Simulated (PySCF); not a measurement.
# C5H4F2: electronic excitations at several levels of theory

Aim: compute the electronic excitations of C5H4F2 (`C=C=C=CC(F)F`) at several levels, and see how far they spread and what each costs.

Programs: PySCF 2.14.0, with density-fitted response routines of our own. Each step states its level of theory. These are calculated values for one molecule in the gas phase, unless marked as measured. Atoms count from 0, in the outputs and in this text.

### Step 1. The molecule as given

11 atoms, charge 0, multiplicity 1; geometry from: GFN2-xTB. The atoms were then displaced at random by about 0.01 Å, so the start is not that level's minimum.

Bonds of the start (Å): C0–C1 1.33, C1–C2 1.27, C2–C3 1.27, C3–C4 1.53, C4–F5 1.36, C4–F6 1.36, C0–H7 1.07, C0–H8 1.06, C3–H9 1.10, C4–H10 1.08.

### Step 2. Geometry optimisation at PBE0-D3(BJ)/def2-SVP

Job settings and geometry (Å):

```
{"job": {"xc": "PBE0", "basis": "def2-SVP", "d3": "d3bj", "grid": 1, "shake": 0.01, "kind": "geom"}, "charge": 0, "multiplicity": 1}
C      2.718300    -0.422090    -0.602890
C      1.523450    -0.222230    -0.054210
C      0.393490    -0.052690     0.497600
C     -0.731970     0.126170     1.048720
C     -2.008250     0.294480     0.222090
F     -2.869480    -0.732240     0.423130
F     -2.675950     1.411330     0.618230
H      3.602700    -0.529990    -0.018790
H      2.812970    -0.407140    -1.659450
H     -0.909500     0.132950     2.133600
H     -1.817650     0.375640    -0.838770
```

Command:

```
$ OMP_NUM_THREADS=1 python probes_run.py task.json out
```

The driver reads the jobs from task.json and runs them one after another.

Standard output:

```text
step   0  E = -391.80467325  max force = 0.088843
step   1  E = -391.81110862  max force = 0.013765
step   2  E = -391.81156278  max force = 0.003186
step   3  E = -391.81168953  max force = 0.004689
step   4  E = -391.81177454  max force = 0.002603
step   5  E = -391.81179143  max force = 0.000675
step   6  E = -391.81179992  max force = 0.000626
step   7  E = -391.81180552  max force = 0.000335
optimisation converged
```

Wall time 42 s (1 thread of Arm Neoverse V1, shared host); peak memory 0.47 GiB.

Along the way:

```
step  energy from step 0 (eV)  largest force component (eV/Å)
   0                   0.0000                          4.5685
   1                  -0.1751                          0.7078
   2                  -0.1875                          0.1638
   3                  -0.1909                          0.2411
   4                  -0.1932                          0.1339
   5                  -0.1937                          0.0347
   6                  -0.1939                          0.0322
   7                  -0.1941                          0.0172
```

Distances of close pairs at the start and the end, largest changes first:

```
  bond  before (Å)  after (Å)  change (Å)
 C2–C3       1.266      1.319      +0.054
 C3–C4       1.530      1.494      -0.035
 C0–H8       1.061      1.095      +0.034
 C0–H7       1.065      1.095      +0.030
C4–H10       1.081      1.103      +0.022
 C0–C1       1.330      1.317      -0.013
 C4–F6       1.360      1.353      -0.007
 C1–C2       1.269      1.273      +0.005
```

The final coordinates are the input of the step that follows.

```
                         at the end point                value
rotational constants (GHz, main isotopes)  8.100, 1.075, 1.015
                        dipole moment (D)                 2.62
```

### Step 3. Ultraviolet spectrum: PBE0/def2-SVP

Job settings and geometry (Å):

```
{"job": {"kind": "uv", "xc": "PBE0", "basis": "def2-SVP"}, "charge": 0, "multiplicity": 1}
C      2.688778    -0.418888    -0.715883
C      1.528675    -0.255456    -0.113494
C      0.408187    -0.101429     0.471684
C     -0.757805     0.061777     1.067201
C     -2.018322     0.347272     0.316891
F     -2.944824    -0.597704     0.599806
F     -2.530189     1.535253     0.714493
H      3.599087    -0.623812    -0.142589
H      2.778690    -0.353133    -1.805322
H     -0.855736    -0.002093     2.158003
H     -1.862041     0.376215    -0.774442
```

With the program's defaults for keys left out, this is: TDDFT PBE0/def2-SVP, vertical, gas phase, core orbitals frozen in the response.

Standard output:

```text
coarse grid: 10088 points
cycle   1  E = -391.6646626009  dE =  9.709e-01  |g| = 6.874e-01  |ddm| = 3.780e+00
cycle   2  E = -391.5894207813  dE =  7.524e-02  |g| = 9.700e-01  |ddm| = 1.256e+00
cycle   3  E = -391.7476339541  dE = -1.582e-01  |g| = 9.343e-02  |ddm| = 7.796e-01
cycle   4  E = -391.7489291847  dE = -1.295e-03  |g| = 6.315e-02  |ddm| = 1.452e-01
cycle   5  E = -391.7500768227  dE = -1.148e-03  |g| = 1.533e-02  |ddm| = 6.870e-02
cycle   6  E = -391.7501400357  dE = -6.321e-05  |g| = 3.968e-03  |ddm| = 1.681e-02
cycle   7  E = -391.7501437237  dE = -3.688e-06  |g| = 1.589e-03  |ddm| = 4.710e-03
final grid: 100736 points
cycle   8  E = -391.8054321656  dE = -1.974e-05  |g| = 6.067e-03  |ddm| = 2.585e-02
cycle   9  E = -391.8054259948  dE =  6.171e-06  |g| = 8.283e-03  |ddm| = 1.208e-02
cycle  10  E = -391.8054406017  dE = -1.461e-05  |g| = 1.092e-03  |ddm| = 7.025e-03
cycle  11  E = -391.8054409315  dE = -3.298e-07  |g| = 2.595e-04  |ddm| = 1.312e-03
cycle  12  E = -391.8054409467  dE = -1.521e-08  |g| = 8.206e-05  |ddm| = 3.041e-04
cycle  13  E = -391.8054409479  dE = -1.195e-09  |g| = 1.696e-05  |ddm| = 7.184e-05
cycle  14  E = -391.8054409479  dE = -2.831e-11  |g| = 1.367e-05  |ddm| = 2.870e-05
converged SCF energy = -391.8054409479

Static polarisability (au): isotropic 62.289, principal 30.107 37.969 118.789

Singlet excitations
state   eV       nm        f      main configurations
  1   4.0378    307.1   0.00000   H-1->L 0.99
  2   5.4188    228.8   0.42855   H->L 0.89, H-1->L+1 0.10
  3   5.8751    211.0   0.00003   H->L+1 0.99
  4   6.6109    187.5   0.00020   H-2->L 0.99
  5   7.5592    164.0   0.02199   H-3->L 0.91
  6   7.9447    156.1   1.47147   H-1->L+1 0.81, H->L 0.08
  7   8.1893    151.4   0.02223   H-4->L 0.97
  8   8.4329    147.0   0.00019   H-3->L+1 0.94
  9   8.5777    144.5   0.01154   H-5->L 0.96
 10   8.6343    143.6   0.00482   H->L+2 0.95

Triplet excitations (Tamm-Dancoff, eV): 2.6674 3.6861 4.8911 5.3915
```

Wall time 14 s (1 thread of Arm Neoverse V1, shared host); peak memory 0.58 GiB.

Frontier orbitals and where they lie:

```
orbital      eV                       atoms
 HOMO−3  -10.34   C1 34 %, C2 33 %, C0 14 %
 HOMO−2   -9.96  F6 26 %, F5 25 %, H10 16 %
 HOMO−1   -7.91    C2 37 %, C1 36 %, C3 4 %
   HOMO   -7.50   C0 34 %, C3 32 %, C1 14 %
   LUMO   -2.07   C0 33 %, C3 28 %, C2 16 %
 LUMO+1    0.16    C1 34 %, C2 32 %, H9 7 %
 LUMO+2    2.39   H8 35 %, H7 30 %, C0 18 %
```

With each of the 10 states as a Gaussian band of 0.4 eV half-width at 1/e, the curve within the window shown has maxima at 229 nm (ε 17,000), 156 nm (ε 61,000) L/(mol cm). Beyond the last state computed it falls off for lack of states. The curve at chosen wavelengths:

nm, ε (L/mol/cm) and a bar:
```
      139        483 
      148      18466 #########
      157      60096 ##############################
      166      16268 ########
      174       1279 #
      183         41 
      192         26 
      201        488 
      210       3833 ##
      219      11799 ######
      227      17099 #########
      236      14781 #######
      245       7945 ####
      254       2936 #
      263        808 
      272        177 
      280         39 
      289          6 
      298          1 
      307          0 
      316          0 
      325          0 
      333          0 
      342          0 
      351          0 
      360          0
```

Further results of this job:

```
           property  computed
  dipole moment (D)      2.62
polarisability (Å³)      9.23
 HOMO–LUMO gap (eV)      5.43
      −ε(HOMO) (eV)      7.50
```

### Step 4. Ultraviolet spectrum: PBE0/def2-TZVP

Settings changed since step 3:

```diff
@@ -1,2 +1,2 @@
-{"job": {"kind": "uv", "xc": "PBE0", "basis": "def2-SVP"}, "charge": 0, "multiplicity": 1}
+{"job": {"kind": "uv", "xc": "PBE0", "basis": "def2-TZVP"}, "charge": 0, "multiplicity": 1}
 C      2.688778    -0.418888    -0.715883
```

With the program's defaults for keys left out, this is: TDDFT PBE0/def2-TZVP, vertical, gas phase, core orbitals frozen in the response.

Standard output:

```text
coarse grid: 10088 points
cycle   1  E = -392.1815894436  dE =  1.019e+00  |g| = 6.917e-01  |ddm| = 4.469e+00
cycle   2  E = -392.1035604964  dE =  7.803e-02  |g| = 1.011e+00  |ddm| = 1.253e+00
cycle   3  E = -392.2601597007  dE = -1.566e-01  |g| = 9.588e-02  |ddm| = 7.853e-01
cycle   4  E = -392.2612182452  dE = -1.059e-03  |g| = 6.883e-02  |ddm| = 1.270e-01
cycle   5  E = -392.2624742324  dE = -1.256e-03  |g| = 2.043e-02  |ddm| = 6.061e-02
cycle   6  E = -392.2625855337  dE = -1.113e-04  |g| = 3.799e-03  |ddm| = 1.746e-02
cycle   7  E = -392.2625885427  dE = -3.009e-06  |g| = 1.828e-03  |ddm| = 3.227e-03
final grid: 100736 points
cycle   8  E = -392.2585446017  dE = -6.202e-05  |g| = 6.175e-03  |ddm| = 1.095e-01
cycle   9  E = -392.2585379316  dE =  6.670e-06  |g| = 8.155e-03  |ddm| = 1.023e-02
cycle  10  E = -392.2585526278  dE = -1.470e-05  |g| = 1.483e-03  |ddm| = 5.220e-03
cycle  11  E = -392.2585531850  dE = -5.572e-07  |g| = 3.154e-04  |ddm| = 1.356e-03
cycle  12  E = -392.2585532056  dE = -2.057e-08  |g| = 1.773e-04  |ddm| = 3.647e-04
cycle  13  E = -392.2585532112  dE = -5.582e-09  |g| = 3.826e-05  |ddm| = 1.454e-04
cycle  14  E = -392.2585532115  dE = -3.120e-10  |g| = 2.039e-05  |ddm| = 4.269e-05
converged SCF energy = -392.2585532115

Static polarisability (au): isotropic 70.644, principal 39.787 44.491 127.654

Singlet excitations
state   eV       nm        f      main configurations
  1   3.9934    310.5   0.00000   H-1->L 0.99
  2   5.3101    233.5   0.45222   H->L 0.90, H-1->L+1 0.09
  3   5.8267    212.8   0.00005   H->L+1 0.99
  4   6.6801    185.6   0.00008   H-2->L 0.99
  5   7.4825    165.7   0.01973   H-3->L 0.91
  6   7.7813    159.3   1.44658   H-1->L+1 0.83
  7   7.9355    156.2   0.01320   H->L+2 0.98
  8   8.3403    148.7   0.00412   H-4->L 0.97
  9   8.3462    148.6   0.00206   H-3->L+1 0.63, H->L+3 0.21, H-1->L+2 0.08
 10   8.3502    148.5   0.01192   H-1->L+2 0.87

Triplet excitations (Tamm-Dancoff, eV): 2.6672 3.6398 4.8767 5.3579
```

Run time: 41 s. Hardware: 1 thread of Arm Neoverse V1, shared host; peak memory 0.92 GiB.

In short: HOMO -7.55 eV, LUMO -2.16 eV; lowest singlet 3.99 eV.

### Step 5. Ultraviolet spectrum: PBE0/aug-cc-pVDZ

Settings changed since step 4:

```diff
@@ -1,2 +1,2 @@
-{"job": {"kind": "uv", "xc": "PBE0", "basis": "def2-TZVP"}, "charge": 0, "multiplicity": 1}
+{"job": {"kind": "uv", "xc": "PBE0", "basis": "aug-cc-pVDZ"}, "charge": 0, "multiplicity": 1}
 C      2.688778    -0.418888    -0.715883
```

With the program's defaults for keys left out, this is: TDDFT PBE0/aug-cc-pVDZ, vertical, gas phase, core orbitals frozen in the response.

Standard output:

```text
coarse grid: 10088 points
cycle   1  E = -392.0696751060  dE =  1.049e+00  |g| = 6.195e-01  |ddm| = 1.044e+01
cycle   2  E = -392.0044672076  dE =  6.521e-02  |g| = 8.968e-01  |ddm| = 2.598e+00
cycle   3  E = -392.1388601472  dE = -1.344e-01  |g| = 8.887e-02  |ddm| = 1.373e+00
cycle   4  E = -392.1400766424  dE = -1.216e-03  |g| = 5.617e-02  |ddm| = 3.338e-01
cycle   5  E = -392.1409433671  dE = -8.667e-04  |g| = 1.697e-02  |ddm| = 1.423e-01
cycle   6  E = -392.1410234209  dE = -8.005e-05  |g| = 3.468e-03  |ddm| = 4.740e-02
cycle   7  E = -392.1410261507  dE = -2.730e-06  |g| = 1.573e-03  |ddm| = 1.082e-02
final grid: 100736 points
cycle   8  E = -392.1488346895  dE = -2.769e-05  |g| = 6.455e-03  |ddm| = 2.248e-01
cycle   9  E = -392.1488287073  dE =  5.982e-06  |g| = 8.655e-03  |ddm| = 4.319e-02
cycle  10  E = -392.1488443306  dE = -1.562e-05  |g| = 1.232e-03  |ddm| = 1.987e-02
cycle  11  E = -392.1488447329  dE = -4.023e-07  |g| = 2.760e-04  |ddm| = 3.905e-03
cycle  12  E = -392.1488447499  dE = -1.698e-08  |g| = 1.310e-04  |ddm| = 7.363e-04
cycle  13  E = -392.1488447533  dE = -3.395e-09  |g| = 2.953e-05  |ddm| = 2.680e-04
cycle  14  E = -392.1488447534  dE = -1.482e-10  |g| = 1.934e-05  |ddm| = 1.026e-04
converged SCF energy = -392.1488447534

Static polarisability (au): isotropic 75.121, principal 45.191 48.900 131.273

Singlet excitations
state   eV       nm        f      main configurations
  1   3.9939    310.4   0.00000   H-1->L 0.99
  2   5.2744    235.1   0.47089   H->L 0.90
  3   5.8050    213.6   0.00010   H->L+2 0.50, H->L+1 0.44
  4   6.4566    192.0   0.00606   H->L+1 0.53, H->L+2 0.44
  5   6.6937    185.2   0.00001   H-2->L 0.99
  6   6.8304    181.5   0.02276   H-1->L+1 0.73, H-1->L+2 0.23
  7   7.0396    176.1   0.00223   H->L+3 0.95
  8   7.1500    173.4   0.02282   H->L+4 0.90
  9   7.3790    168.0   0.16543   H-1->L+3 0.52, H-3->L 0.17, H-1->L+2 0.17
 10   7.4103    167.3   0.43142   H-1->L+2 0.36, H-3->L 0.21, H-1->L+4 0.12

Triplet excitations (Tamm-Dancoff, eV): 2.6719 3.6414 4.8847 5.3654
```

Run time: 32 s. Hardware: 1 thread of Arm Neoverse V1, shared host; peak memory 0.78 GiB.

In short: HOMO -7.57 eV, LUMO -2.20 eV; lowest singlet 3.99 eV.

### Step 6. Ultraviolet spectrum: PBE0/6-31+G*

Settings changed since step 5:

```diff
@@ -1,2 +1,2 @@
-{"job": {"kind": "uv", "xc": "PBE0", "basis": "aug-cc-pVDZ"}, "charge": 0, "multiplicity": 1}
+{"job": {"kind": "uv", "xc": "PBE0", "basis": "6-31+G*"}, "charge": 0, "multiplicity": 1}
 C      2.688778    -0.418888    -0.715883
```

Level: TDDFT PBE0/6-31+G*, vertical, gas phase, core orbitals frozen in the response.

Standard output:

```text
coarse grid: 10088 points
cycle   1  E = -392.0724965777  dE =  1.038e+00  |g| = 6.086e-01  |ddm| = 5.589e+02
cycle   2  E = -392.0122565188  dE =  6.024e-02  |g| = 8.723e-01  |ddm| = 4.402e+00
cycle   3  E = -392.1414510223  dE = -1.292e-01  |g| = 8.810e-02  |ddm| = 2.554e+00
cycle   4  E = -392.1427002782  dE = -1.249e-03  |g| = 5.414e-02  |ddm| = 5.186e-01
cycle   5  E = -392.1434949016  dE = -7.946e-04  |g| = 1.691e-02  |ddm| = 1.783e-01
cycle   6  E = -392.1435750688  dE = -8.017e-05  |g| = 3.457e-03  |ddm| = 5.422e-02
cycle   7  E = -392.1435778296  dE = -2.761e-06  |g| = 1.589e-03  |ddm| = 1.449e-02
final grid: 100736 points
cycle   8  E = -392.1125293468  dE = -2.376e-05  |g| = 6.901e-03  |ddm| = 3.183e-01
cycle   9  E = -392.1125217994  dE =  7.547e-06  |g| = 9.512e-03  |ddm| = 3.643e-02
cycle  10  E = -392.1125400633  dE = -1.826e-05  |g| = 1.164e-03  |ddm| = 2.217e-02
cycle  11  E = -392.1125404257  dE = -3.623e-07  |g| = 2.891e-04  |ddm| = 4.429e-03
cycle  12  E = -392.1125404449  dE = -1.922e-08  |g| = 1.197e-04  |ddm| = 1.104e-03
cycle  13  E = -392.1125404477  dE = -2.826e-09  |g| = 3.745e-05  |ddm| = 6.085e-04
cycle  14  E = -392.1125404481  dE = -3.635e-10  |g| = 1.439e-05  |ddm| = 1.998e-04
converged SCF energy = -392.1125404481

Static polarisability (au): isotropic 69.420, principal 38.013 42.406 127.840

Singlet excitations
state   eV       nm        f      main configurations
  1   4.0406    306.8   0.00000   H-1->L 0.99
  2   5.3123    233.4   0.47753   H->L 0.90
  3   5.8024    213.7   0.00008   H->L+1 0.97
  4   6.7634    183.3   0.00012   H-2->L 0.98
  5   6.8371    181.3   0.00974   H->L+2 0.95
  6   7.2238    171.6   0.10173   H-1->L+2 0.76, H-1->L+1 0.17
  7   7.4055    167.4   0.00143   H->L+3 0.73, H->L+4 0.25
  8   7.4732    165.9   0.05897   H-3->L 0.82
  9   7.5100    165.1   0.03162   H->L+4 0.71, H->L+3 0.24
 10   7.5757    163.7   0.80116   H-1->L+1 0.51, H-1->L+2 0.17, H->L+6 0.13

Triplet excitations (Tamm-Dancoff, eV): 2.6652 3.6952 4.8837 5.3704
```

Run time: 18 s. Hardware: 1 thread of Arm Neoverse V1, shared host; peak memory 0.65 GiB.

In short: HOMO -7.56 eV, LUMO -2.17 eV; lowest singlet 4.04 eV.

### Step 7. Run by run: electronic excitations

Excitations and ground-state properties, with basis size and wall time:

```
             run  lowest singlet (eV)  brightest (eV)      f  gap (eV)  α (Å³)  μ (D)  functions  time
   PBE0/def2-SVP                 4.04            7.94  1.471      5.43    9.23   2.62        118  14 s
  PBE0/def2-TZVP                 3.99            7.78  1.447      5.39   10.47   2.70        241  41 s
PBE0/aug-cc-pVDZ                 3.99            5.27  0.471      5.37   11.13   2.78        197  32 s
    PBE0/6-31+G*                 4.04            7.58  0.801      5.39   10.29   2.92        134  18 s
```

### Step 8. Outcome

| quantity | value |
| --- | --- |
| rotational constants (main isotopes) | 8.10, 1.08, 1.02 GHz |
| lowest singlet (PBE0/def2-SVP) | 4.04 eV (307 nm), f = 0.000 |
| brightest single state of those computed | state 6, 7.94 eV, f = 1.471 |
| lowest triplet | 2.67 eV |
| range of the lowest singlet | 3.99 to 4.04 eV |

Single values in the summary come from the first run of each kind that ended normally (PBE0/def2-SVP), which need not be the best level. The optimisation took 7 steps and gained 0.194 eV; among the close pairs (by a distance rule), C2–C3 changed most, from 1.266 to 1.319 Å. No frequency check was run at this level, so the end point may be a saddle. The first singlet state (HOMO−1→LUMO 0.99) lies at 4.04 eV and is dark; of the 10 states computed, the strongest absorption comes from state 6 at 7.94 eV. The lowest triplet lies 1.37 eV below the lowest singlet (triplets in Tamm-Dancoff, singlets in full TDDFT). States above −ε(HOMO) lie where TDDFT describes them poorly and they hang on the basis; the brightest is among them. The basis of PBE0/def2-SVP has no diffuse functions, so Rydberg states are missing and the high states are unreliable. The lowest singlet runs from 3.99 eV (PBE0/def2-TZVP) to 4.04 eV (PBE0/6-31+G*), while the orbital gap spans 5.37 to 5.43 eV. The lowest state need not be the same one in every run. The runs solved for a few states only, so the brightest column depends on that window.
